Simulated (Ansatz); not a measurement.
**SnH₄O: a rigid scan of the dihedral angle H3–O1–Sn2–H4**

Aim: the energy along the dihedral angle H3–O1–Sn2–H4, from CCSD(T) and from cheaper methods, relative to the minimum. No other atom is relaxed.

Computed with Ansatz 0.2.0, Gaussian basis. Level: single points in def2-TZVPP.

Levels: PBE-D4, r2SCAN-D4, PBE0-D4, B3LYP-D4, wB97M-V, Hartree-Fock, MP2, CCSD, CCSD(T). The scan takes 64.6, 81.7, 98.9, 116.0, 133.1, 150.3, 167.4°.

Cores are frozen in the correlated methods. Filled d shells of the heavier atoms are correlated. Core potentials replace the inner electrons past krypton, and spin-orbit coupling is left out. B3LYP uses VWN-RPA correlation.

46 further runs of the same task are left out: 46 set aside as unsound or not needed.

## (1) Starting geometry

The minimum, relaxed at PBE0-D4: SMILES `[OH][SnH3]`, 6 atoms, charge 0, spin multiplicity 1.

Atoms are counted from 1 here; the program's logs count them from 0.

Bond lengths: O1–Sn2 1.970 Å, O1–H3 0.959 Å, Sn2–H4 1.709 Å, Sn2–H5 1.709 Å, Sn2–H6 1.698 Å. Angles: Sn2–O1–H3 113.2°, O1–Sn2–H4 108.5°, O1–Sn2–H5 108.5°, O1–Sn2–H6 103.1°, H4–Sn2–H5 110.8°, H4–Sn2–H6 112.8°, H5–Sn2–H6 112.7°.

Geometry (Å):

```mol
H4OSn
  3D, bonds by distance, orders not assigned

  6  5  0  0  0  0  0  0  0  0999 V2000
    0.9143   -0.7524    0.9308 O   0  0
   -0.2823    0.3542   -0.1751 Sn  0  0
    1.1502   -1.5851    0.5168 H   0  0
   -1.7211   -0.5231   -0.4615 H   0  0
    0.5141    0.7116   -1.6447 H   0  0
   -0.5331    1.7307    0.7874 H   0  0
  1  2  8  0
  1  3  8  0
  2  4  8  0
  2  5  8  0
  2  6  8  0
M  END
```

Energies of the minimum (eV), from earlier single points: PBE-D4 -7941.96745, r2SCAN-D4 -7945.54439, PBE0-D4 -7942.29525, B3LYP-D4 -7946.70227, wB97M-V -7942.11086, CCSD(T) -7923.45725.

At the minimum the dihedral angle H3–O1–Sn2–H4 is 60.0°.

## (2) H3–O1–Sn2–H4 = 64.6°

Contents of ccsdt-tzvpp/in.yaml:

```yaml
crystal:
  periodic: [false, false, false]
  atoms:
    - {symbol: O, position_ang: [0.914312, -0.752439, 0.930796]}
    - {symbol: Sn, position_ang: [-0.282347, 0.354232, -0.175111]}
    - {symbol: H, position_ang: [1.150181, -1.585079, 0.516790]}
    - {symbol: H, position_ang: [-1.770132, -0.468173, -0.353467]}
    - {symbol: H, position_ang: [0.460077, 0.603484, -1.694425]}
    - {symbol: H, position_ang: [-0.427158, 1.785433, 0.727509]}
basis:
  gaussian: {orbitals: def2-TZVPP}
correlation: {method: ccsd_t}
```

No record of the launch command was kept for these runs.

After this run come: H3–O1–Sn2–H4 = 81.7°; H3–O1–Sn2–H4 = 98.9°; H3–O1–Sn2–H4 = 116.0°; H3–O1–Sn2–H4 = 133.1°; H3–O1–Sn2–H4 = 150.3°; H3–O1–Sn2–H4 = 167.4°.

Q: Predict the outcome of this session. Wanted: highest point, CCSD(T); lowest point, CCSD(T); RMS deviation from CCSD(T); largest T1 diagnostic.

The runs gave:

| quantity | value |
| --- | --- |
| highest point, CCSD(T) | 28 meV at 167.4° |
| lowest point, CCSD(T) | 0 meV at 60.0° |
| RMS deviation from CCSD(T) | PBE-D4 1, r2SCAN-D4 0, PBE0-D4 2, B3LYP-D4 1, wB97M-V 2, Hartree-Fock 4, MP2 1, CCSD 1 meV |
| largest T1 diagnostic | 0.014 |

**Reading.** Over the points sampled the torsion costs at most 28 meV, so the group turns almost freely at room temperature. A rigid scan overstates barriers, since nothing else may give way. Best along the scan: r2SCAN-D4. Worst: Hartree-Fock.
